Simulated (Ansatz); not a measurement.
# LiZnGaC6N6: the cost of one run

Program: Ansatz 0.2.0. Level of theory: DFT PBE, scalar-relativistic, plane waves, PAW. These are calculated values, not measurements.

## (1) The starting structure

The structure is cubic, space group F-43m (No. 216). The conventional cell has a = 10.144 Å, b = 10.144 Å, c = 10.144 Å, α = 90.00°, β = 90.00°, γ = 90.00°. Li (site symmetry -43m) is surrounded by 12 N at 3.63 Å and 12 C at 3.64 Å. Zn (site symmetry -43m) is surrounded by 6 C at 1.92 Å. Ga (site symmetry -43m) has 6 N at 1.99 Å in its first shell of neighbours. Around C (site symmetry 2mm) lie 1 N at 1.17 Å and 1 Zn at 1.92 Å. N (site symmetry 2mm) has 1 C at 1.17 Å and 1 Ga at 1.99 Å in its first shell of neighbours.

As a file:

```
CELL_PARAMETERS angstrom
0.00000 5.07200 5.07200
5.07200 0.00000 5.07200
5.07200 5.07200 0.00000
ATOMIC_POSITIONS crystal
Li 0.75000 0.75000 0.75000
Zn 0.00000 0.00000 0.00000
Ga 0.50000 0.50000 0.50000
C 0.81102 0.18898 0.18898
C 0.18898 0.18898 0.81102
C 0.81102 0.18898 0.81102
C 0.18898 0.81102 0.81102
C 0.81102 0.81102 0.18898
C 0.18898 0.81102 0.18898
N 0.69568 0.30432 0.30432
N 0.30432 0.30432 0.69568
N 0.69568 0.30432 0.69568
N 0.30432 0.69568 0.69568
N 0.69568 0.69568 0.30432
N 0.30432 0.69568 0.30432
```

Recipe of the guess: cyanide-bridged rock-salt net of two metals, 1 guest cations a cell (F-43m, No. 216). Lengths come from tabulated atomic sizes and are only a guess.

## (2) Probe: one point on a coarse mesh

input.yaml

```yaml
crystal:
  lattice:
    - [0.0, 5.072, 5.072]
    - [5.072, 0.0, 5.072]
    - [5.072, 5.072, 0.0]
  atoms:
    - { symbol: Li, position: [0.75, 0.75, 0.75] }
    - { symbol: Zn, position: [0.0, 0.0, 0.0] }
    - { symbol: Ga, position: [0.5, 0.5, 0.5] }
    - { symbol: C, position: [0.81102129, 0.18897871, 0.18897871] }
    - { symbol: C, position: [0.18897871, 0.18897871, 0.81102129] }
    - { symbol: C, position: [0.81102129, 0.18897871, 0.81102129] }
    - { symbol: C, position: [0.18897871, 0.81102129, 0.81102129] }
    - { symbol: C, position: [0.81102129, 0.81102129, 0.18897871] }
    - { symbol: C, position: [0.18897871, 0.81102129, 0.18897871] }
    - { symbol: "N", position: [0.69568218, 0.30431782, 0.30431782] }
    - { symbol: "N", position: [0.30431782, 0.30431782, 0.69568218] }
    - { symbol: "N", position: [0.69568218, 0.30431782, 0.69568218] }
    - { symbol: "N", position: [0.30431782, 0.69568218, 0.69568218] }
    - { symbol: "N", position: [0.69568218, 0.69568218, 0.30431782] }
    - { symbol: "N", position: [0.30431782, 0.69568218, 0.30431782] }
basis:
  ecutwfc: 420
kpoints:
  mp_grid: { grid: [4, 4, 4] }
hamiltonian:
  xc: pbe
scf:
  occupations: { method: gaussian, width: 0.1 }
  lower_state_search: "off"
output:
  forces: true
  stress: true
  eigenvalues: true
```

Launch:

```console
ansatz run input.yaml --threads 1 --pin off --max-ram 2560MiB --backend cpu --events-out ev --progress --plain --runs-dir out
```

What time and memory should one allow on 1 thread of AMD EPYC 7R43 (Zen 3), shared host?

About 7.6 s, with a peak of 0.55 GiB.
